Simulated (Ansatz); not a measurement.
This script drives the Python package of Ansatz (0.2.0).

The script, `freq.py`:
```python
"""Harmonic frequencies of AlBr2H2N at its relaxed geometry."""

import itertools
import warnings

import ansatz as az
from ase.data import atomic_numbers, covalent_radii
import numpy as np

warnings.simplefilter("ignore", az.DeckWarning)

albr2h2n = (
    az.Crystal.molecule()
    .atom("N", (-0.392, 1.1231, -0.1623))
    .atom("Al", (-0.0158, -0.6925, -0.0499))
    .atom("Br", (1.9514, -1.3729, 1.0225))
    .atom("Br", (-1.4015, -2.2994, -0.9822))
    .atom("H", (-0.4614, 1.5313, 0.7844))
    .atom("H", (0.3615, 1.6463, -0.6586))
)

setup = (
    albr2h2n.calculation()
    .basis(gaussian="def2-SVP")  # the orbital basis, by name
    .functional("b3lyp", dispersion="d4")
)
symbols = [site.symbol for site in albr2h2n.cartesian_sites]
start = np.array([site.position_ang for site in albr2h2n.cartesian_sites], dtype=float)
def progress(event):
    if event["event"] == "relax_step":
        row = event["data"]
        print(f"step {row['step']:3d}  E = {row['lagrangian_ev']:.6f} eV  largest force component {row['allowed_force_max_ev_ang']:.4f} eV/A")


summary = setup.relax(force_tolerance=0.003).session().plan().execute(on_event=progress).report
end = np.array(summary["positions_ang"])

# pairs closer than 1.2 times the sum of covalent radii, before or after
radius = [covalent_radii[atomic_numbers[s]] for s in symbols]
span = lambda where, i, j: np.linalg.norm(where[i] - where[j])
bonded = [(i, j) for i, j in itertools.combinations(range(len(symbols)), 2) if min(span(start, i, j), span(end, i, j)) < 1.2 * (radius[i] + radius[j])]
print("pair        before    after (A)")
for i, j in bonded:
    print(f"{symbols[i]}{i}-{symbols[j]}{j}".ljust(10), f"{span(start, i, j):8.4f} {span(end, i, j):8.4f}")

# frequencies need a stationary point, so they are taken at the relaxed geometry
minimum = az.Crystal.molecule()
for symbol, place in zip(symbols, end):
    minimum = minimum.atom(symbol, place.tolist())
vibrating = minimum.calculation()
vibrating = vibrating.basis(gaussian="def2-SVP")
vibrating = vibrating.functional("b3lyp", dispersion="d4").phonons(temperatures=(200, 600, 100))
vib = vibrating.run(threads=1, backend="cpu").report["vibrations"]
sums = vib["harmonic_sums"]
modes = [m["omega_inv_cm"] for m in sums["modes_at_gamma"] if m["rigid_motion"] == "no"]
print("frequencies (1/cm):", " ".join(f"{w:.0f}" for w in modes))
print("imaginary modes:", sum(w < 0 for w in modes), " zero-point energy:", round(sums["zero_point_energy_ev"], 4), "eV")
print("T (K)   F_vib (eV)   S_vib (meV/K)   C_vib (meV/K)")
for row in zip(sums["temperatures_k"], sums["vibrational_free_energy_ev"], vib["entropy_ev_per_k"], vib["heat_capacity_ev_per_k"]):
    print(f"{row[0]:6.1f} {row[1]:11.4f} {1000 * row[2]:13.4f} {1000 * row[3]:15.4f}")
```

It is started by `python freq.py`. Estimate its wall time and peak memory on 1 thread of Arm Neoverse V2 (shared host).

It took about 3.5 min, with a peak of 0.35 GiB, for 2 runs of the engine.

`python freq.py` gives:
```text
step   1  E = -148198.555070 eV  largest force component 0.8250 eV/A
step   2  E = -148198.686462 eV  largest force component 0.5925 eV/A
step   3  E = -148198.710153 eV  largest force component 0.3345 eV/A
step   4  E = -148198.747512 eV  largest force component 0.3903 eV/A
step   5  E = -148198.718458 eV  largest force component 1.8097 eV/A
step   6  E = -148198.770453 eV  largest force component 0.1445 eV/A
step   7  E = -148198.794924 eV  largest force component 0.4914 eV/A
step   8  E = -148198.840047 eV  largest force component 0.8755 eV/A
step   9  E = -148198.939453 eV  largest force component 0.5206 eV/A
step  10  E = -148199.023284 eV  largest force component 0.4578 eV/A
step  11  E = -148199.072472 eV  largest force component 0.3049 eV/A
step  12  E = -148199.087885 eV  largest force component 0.0164 eV/A
step  13  E = -148199.086644 eV  largest force component 0.1104 eV/A
step  14  E = -148199.088075 eV  largest force component 0.0015 eV/A
pair        before    after (A)
N0-Al1       1.8576   1.7570
N0-H4        1.0333   1.0154
N0-H5        1.0430   1.0154
Al1-Br2      2.3416   2.2535
Al1-Br3      2.3176   2.2535
frequencies (1/cm): 103 155 197 311 363 421 479 682 863 1517 3574 3665
imaginary modes: 0  zero-point energy: 0.7643 eV
T (K)   F_vib (eV)   S_vib (meV/K)   C_vib (meV/K)
 200.0      0.7367        0.3505          0.4407
 300.0      0.6911        0.5559          0.5698
 400.0      0.6265        0.7315          0.6489
 500.0      0.5457        0.8823          0.7016
 600.0      0.4507        1.0137          0.7394
```

What to keep in mind:
- Total energies depend on the basis set; only differences at equal settings carry meaning.
- The frequencies are harmonic and unscaled, in a modest basis.
- b3lyp holds the VWN-RPA fit, as in Gaussian; the form of ORCA and Turbomole is b3lyp5.
